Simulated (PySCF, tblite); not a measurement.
**C7H6F2N radical: geometry, infrared bands and EPR parameters**

Wanted: the infrared bands and EPR parameters of C7H6F2N radical (`[H]/N=[C]\[C@H]1[C@@H](C#C)[C@@H]1C(F)F`), by calculation.

The runs use tblite 0.8.0 and PySCF 2.14.0, with density-fitted response routines of our own; the level of theory stands in each step. All values are computed, except where a source is named. Atoms are numbered from 0 throughout.

## Step 1: Starting geometry

16 atoms, charge 0, multiplicity 2; geometry from: force field or distance geometry start.

Bonds of the start (Å): C0–C1 1.21, C1–C2 1.44, C2–C3 1.51, C3–C4 1.49, C4–N5 1.28, C3–C6 1.49, C6–C7 1.51, C7–F8 1.39, C7–F9 1.40, C6–C2 1.51, C0–H10 1.07, C2–H11 1.11, C3–H12 1.08, N5–H13 1.05, C6–H14 1.11, C7–H15 1.10.

## Step 2: Relaxing the molecule with GFN2-xTB

The job: settings as JSON, then the geometry in Å.

```
{"job": {"kind": "relax", "xc": "GFN2-xTB", "basis": "xTB"}, "charge": 0, "multiplicity": 2}
C      2.255300    -1.821100    -0.388800
C      1.317300    -1.065000    -0.421900
C      0.183700    -0.171600    -0.428600
C      0.014100     0.825500     0.699300
C      1.263000     0.897000     1.517000
N      2.130600     1.732300     1.074400
C     -0.819500    -0.411000     0.674300
C     -2.243400    -0.214700     0.217100
F     -2.521300    -1.106200    -0.817500
F     -2.319100     1.086400    -0.282600
H      3.092700    -2.484700    -0.373500
H     -0.165400     0.246900    -1.394200
H     -0.511700     1.761900     0.561000
H      1.913200     2.281600     0.209700
H     -0.629300    -1.253700     1.364500
H     -2.967700    -0.294600     1.046100
```

Run with:

```sh
> OMP_NUM_THREADS=1 python probes_run.py task.json out
```

This one command runs all jobs of the session in turn.

**Question.** This job is followed by: GFN2-xTB harmonic vibrations, gas phase; UKS B3LYP, pcH-1 on C F H N, non-relativistic, mean-field spin-orbit, GIAO. Predict these results of the whole session: strongest single infrared mode (GFN2-xTB); zero-point energy (GFN2-xTB); g(iso) (B3LYP); ⟨S²⟩; largest a(iso); potential on the surface of density 0.002 e/bohr³, 1st and 99th percentile.

The runs gave:

```
                                                                  quantity                 value
                                 strongest single infrared mode (GFN2-xTB)  931 cm⁻¹, 199 km/mol
                                              zero-point energy (GFN2-xTB)         67.5 kcal/mol
                                                            g(iso) (B3LYP)               2.00148
                                                                      ⟨S²⟩    0.754 (exact 0.75)
                                                            largest a(iso)  13C on C4, 391.1 MHz
potential on the surface of density 0.002 e/bohr³, 1st and 99th percentile    -1.53 V and 1.56 V
```

What this shows: Relaxing lowered the energy by 1.085 eV in 100 steps; the close pair that moved most is C4–N5, from 1.283 to 1.217 Å. No mode is imaginary among the 42: a minimum at this level. The strongest single mode, at 931 cm⁻¹, moves mainly H13. Unscaled tight-binding wavenumbers are off by several per cent, some by more. Its intensities can rank the bands wrongly. Most of the unpaired spin sits on C4 (0.69 e). The isotropic g lies 0.8 ppt below the free-electron value. The conformer search found further structures of the same energy, which may be mirror or relabelled copies of this one.
